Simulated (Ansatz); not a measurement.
# BH₇O₂Si₂: up Jacob's ladder to CCSD(T)

One table from this session's results is given with a row withheld; the runs are named, their logs left out.

Computed with Ansatz 0.2.0, Gaussian basis. Level: functionals in def2-TZVPP, the program's frozen cores in correlated methods.

Plan: LDA (SPW92), PBE-D4, revPBE-D4, BLYP-D4, r2SCAN-D4, B97M-V, PBE0-D4, B3LYP-D4, r2SCANh-D4, r2SCAN0-D4, HSE06-D4, BHLYP-D4, CAM-B3LYP-D4, LC-ωPBE, ωB97X-V, ωB97M-V, B2PLYP, PBE-QIDH; CCSD(T)/def2-SVP; CCSD(T)/def2-TZVPP; MP2/def2-QZVPP; extrapolation to the limit; RPA on PBE.

**Structure used throughout**

An earlier PBE0-D4 in a triple-zeta def2 set relaxation fixed the geometry.

SMILES `[SiH3]OBO[SiH3]`, 12 atoms, charge 0, spin multiplicity 1.

Atoms are counted from 1 here; the program's logs count them from 0.

Bond lengths: Si1–O2 1.652 Å, Si1–H6 1.485 Å, Si1–H7 1.482 Å, Si1–H8 1.482 Å, O2–B3 1.361 Å, B3–O4 1.353 Å, B3–H9 1.199 Å, O4–Si5 1.659 Å, Si5–H10 1.484 Å, Si5–H11 1.481 Å, Si5–H12 1.484 Å. Angles: O2–Si1–H6 110.3°, O2–Si1–H7 108.3°, O2–Si1–H8 108.2°, H6–Si1–H7 110.1°, H6–Si1–H8 110.1°, H7–Si1–H8 109.8°, Si1–O2–B3 133.2°, O2–B3–O4 119.6°, O2–B3–H9 121.1°, O4–B3–H9 119.3°, B3–O4–Si5 129.3°, O4–Si5–H10 110.5°, O4–Si5–H11 106.4°, O4–Si5–H12 110.5°, H10–Si5–H11 109.8°, H10–Si5–H12 109.7°, H11–Si5–H12 109.8°.

Coordinates:

```
Si   -1.5342    0.9405    1.4936
O    -0.4161    0.3037    0.4579
B     0.8740    0.6258    0.1682
O     1.5515   -0.0962   -0.7535
Si    1.0432   -1.3947   -1.6517
H    -0.9488    2.0775    2.2488
H    -2.6958    1.4034    0.6973
H    -1.9599   -0.1270    2.4298
H     1.4227    1.5406    0.7165
H    -0.1181   -1.0204   -2.4968
H     2.1858   -1.7823   -2.5106
H     0.6725   -2.5260   -0.7654
```

Set-up of the first run:

Contents of in.yaml:

```yaml
crystal:
  periodic: [false, false, false]
  atoms:
    - {symbol: Si, position_ang: [-1.534217, 0.940492, 1.493582]}
    - {symbol: O, position_ang: [-0.416066, 0.303676, 0.457937]}
    - {symbol: B, position_ang: [0.874041, 0.625831, 0.168211]}
    - {symbol: O, position_ang: [1.551518, -0.096231, -0.753460]}
    - {symbol: Si, position_ang: [1.043187, -1.394721, -1.651733]}
    - {symbol: H, position_ang: [-0.948788, 2.077518, 2.248799]}
    - {symbol: H, position_ang: [-2.695831, 1.403400, 0.697320]}
    - {symbol: H, position_ang: [-1.959931, -0.127045, 2.429753]}
    - {symbol: H, position_ang: [1.422693, 1.540623, 0.716458]}
    - {symbol: H, position_ang: [-0.118060, -1.020397, -2.496805]}
    - {symbol: H, position_ang: [2.185836, -1.782315, -2.510611]}
    - {symbol: H, position_ang: [0.672517, -2.526030, -0.765449]}
basis:
  gaussian: {orbitals: def2-TZVPP}
hamiltonian: {xc: lda}
output: {orbitals: {seedname: orbitals}}
```

On the command line:

```sh
$ ansatz run in.yaml --threads 4 --pin off --events-out ev --progress --plain --max-ram 10444MiB
```

Steps of the session up to this table: LDA; PBE-D4 (GGA); revPBE-D4 (GGA); BLYP-D4 (GGA); r2SCAN-D4 (meta-GGA); B97M-V (meta-GGA); B3LYP-D4 (hybrid); r2SCANh-D4 (hybrid); r2SCAN0-D4 (hybrid); HSE06-D4 (hybrid); BHLYP-D4 (hybrid); CAM-B3LYP-D4 (range-separated); LC-ωPBE (range-separated); ωB97X-V (range-separated); ωB97M-V (range-separated); B2PLYP (double hybrid); PBE-QIDH (double hybrid).

One table of the session follows, with a row left open; its other results are not shown here.

| functional | HOMO (eV) | gap (eV) |
| --- | --- | --- |
| LDA (SPW92) | -7.68 | 6.61 |
| PBE-D4 | -7.61 | 6.80 |
| revPBE-D4 | -7.57 | 6.88 |
| BLYP-D4 | -7.52 | 6.85 |
| r2SCAN-D4 | -7.97 | 7.61 |
| B97M-V | -8.10 | 7.42 |
| PBE0-D4 | -9.04 | 9.10 |
| B3LYP-D4 | -8.83 | 8.66 |
| r2SCANh-D4 | -8.50 | 8.43 |
| r2SCAN0-D4 | -9.28 | 9.62 |
| HSE06-D4 | -8.64 | 8.32 |
| BHLYP-D4 | ? | ? |
| CAM-B3LYP-D4 | -10.46 | 11.46 |
| LC-ωPBE | -11.82 | 14.02 |
| ωB97X-V | -11.48 | 13.51 |
| ωB97M-V | -11.34 | 13.02 |

**Question.** Estimate the row for BHLYP-D4.

Worked estimate for «HOMO (eV)». Against the share of exact exchange, BLYP-D4 (0, -7.52), B3LYP-D4 (0.2, -8.83) give a slope of -6.55 per unit share; at 0.5 the line stands at -10.79.

The run gave: HOMO (eV): -10.40; gap (eV): 11.29. In «HOMO (eV)» the line misses by -0.39.
